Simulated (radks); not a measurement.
# Fractional charge and spin in the 5s shell of iodine

Aim: the energy as the spin-up occupation of 5s runs from 0 to 1 and the spin-down one from 0 to 1, against the two flat planes that join the four corners. Added charge counts from the emptiest corner (up 0, down 0).

The numbers are computed with radks (a radial shooting solver on a logarithmic mesh, Libxc functionals) version 1 (scalar-relativistic Kohn-Sham, r2SCAN, spin-polarised, spherical densities, finite nucleus), except any that are marked as measured or tabulated.

### Step 1. Starting point

* element: iodine (Z = 53)
* configuration: [Kr] 4d10 5p(up 2, down 2) 5s(up 1, down 1)
* nuclear rms radius: 4.75 fm

A shell typed twice in an input gives spin up, then spin down.

### Step 2. 5s: up 1, down 1

Settings of this run:

```text
Z 53
configuration [Kr] 4d10 5p2 5p2 5s1 5s1
relativity scalar-relativistic
functional r2scan,r2scan
spin polarised
nucleus finite rms 4.75 fm
c 137.035999084
```

### Step 3. 5s: up 1, down 0.75

Settings of this run:

```text
Z 53
configuration [Kr] 4d10 5p2 5p2 5s1 5s0.75
relativity scalar-relativistic
functional r2scan,r2scan
spin polarised
nucleus finite rms 4.75 fm
c 137.035999084
```

### Step 4. 5s: up 1, down 0.5

Settings of this run:

```text
Z 53
configuration [Kr] 4d10 5p2 5p2 5s1 5s0.5
relativity scalar-relativistic
functional r2scan,r2scan
spin polarised
nucleus finite rms 4.75 fm
c 137.035999084
```

### Step 5. 5s: up 1, down 0.25

Settings of this run:

```text
Z 53
configuration [Kr] 4d10 5p2 5p2 5s1 5s0.25
relativity scalar-relativistic
functional r2scan,r2scan
spin polarised
nucleus finite rms 4.75 fm
c 137.035999084
```

### Step 6. 5s: up 1, down 0

Settings of this run:

```text
Z 53
configuration [Kr] 4d10 5p2 5p2 5s1 5s0
relativity scalar-relativistic
functional r2scan,r2scan
spin polarised
nucleus finite rms 4.75 fm
c 137.035999084
```

### Step 7. 5s: up 0.75, down 0.75

Settings of this run:

```text
Z 53
configuration [Kr] 4d10 5p2 5p2 5s0.75 5s0.75
relativity scalar-relativistic
functional r2scan,r2scan
spin polarised
nucleus finite rms 4.75 fm
c 137.035999084
```

### Step 8. 5s: up 0.75, down 0.5

Settings of this run:

```text
Z 53
configuration [Kr] 4d10 5p2 5p2 5s0.75 5s0.5
relativity scalar-relativistic
functional r2scan,r2scan
spin polarised
nucleus finite rms 4.75 fm
c 137.035999084
```

### Step 9. 5s: up 0.75, down 0.25

Settings of this run:

```text
Z 53
configuration [Kr] 4d10 5p2 5p2 5s0.75 5s0.25
relativity scalar-relativistic
functional r2scan,r2scan
spin polarised
nucleus finite rms 4.75 fm
c 137.035999084
```

### Step 10. 5s: up 0.75, down 0

Settings of this run:

```text
Z 53
configuration [Kr] 4d10 5p2 5p2 5s0.75 5s0
relativity scalar-relativistic
functional r2scan,r2scan
spin polarised
nucleus finite rms 4.75 fm
c 137.035999084
```

### Step 11. 5s: up 0.5, down 0.5

Settings of this run:

```text
Z 53
configuration [Kr] 4d10 5p2 5p2 5s0.5 5s0.5
relativity scalar-relativistic
functional r2scan,r2scan
spin polarised
nucleus finite rms 4.75 fm
c 137.035999084
```

### Step 12. 5s: up 0.5, down 0.25

Settings of this run:

```text
Z 53
configuration [Kr] 4d10 5p2 5p2 5s0.5 5s0.25
relativity scalar-relativistic
functional r2scan,r2scan
spin polarised
nucleus finite rms 4.75 fm
c 137.035999084
```

### Step 13. 5s: up 0.5, down 0

Settings of this run:

```text
Z 53
configuration [Kr] 4d10 5p2 5p2 5s0.5 5s0
relativity scalar-relativistic
functional r2scan,r2scan
spin polarised
nucleus finite rms 4.75 fm
c 137.035999084
```

### Step 14. 5s: up 0.25, down 0.25

Settings of this run:

```text
Z 53
configuration [Kr] 4d10 5p2 5p2 5s0.25 5s0.25
relativity scalar-relativistic
functional r2scan,r2scan
spin polarised
nucleus finite rms 4.75 fm
c 137.035999084
```

### Step 15. 5s: up 0.25, down 0

Settings of this run:

```text
Z 53
configuration [Kr] 4d10 5p2 5p2 5s0.25 5s0
relativity scalar-relativistic
functional r2scan,r2scan
spin polarised
nucleus finite rms 4.75 fm
c 137.035999084
```

### Step 16. 5s: up 0, down 0

Settings of this run:

```text
Z 53
configuration [Kr] 4d10 5p2 5p2 5s0 5s0
relativity scalar-relativistic
functional r2scan,r2scan
spin polarised
nucleus finite rms 4.75 fm
c 137.035999084
```

**Question.** What will these runs give? Wanted: for each run, down \ up; 0; 0.25; 0.5; 0.75; 1.

**Answer**, as computed:

```csv
down \ up,0,0.25,0.5,0.75,1
0,0.000,-0.959,-1.277,-0.957,0.000
0.25,-0.959,-1.168,-0.746,0.306,-0.897
0.5,-1.277,-0.746,0.408,-0.699,-1.192
0.75,-0.957,0.306,-0.699,-1.097,-0.891
1,0.000,-0.897,-1.192,-0.891,0.000
```

The table gives the energy in eV minus the planes, whose edge runs along up + down = one added electron; mirror points follow by spin symmetry. With half an added electron in each spin it lies 0.41 eV above the planes. With half an electron added in spin up alone it lies 1.28 eV below them. The planes are only a guide here: the condition holds for ground states with one frontier orbital, and this shell lies below others.
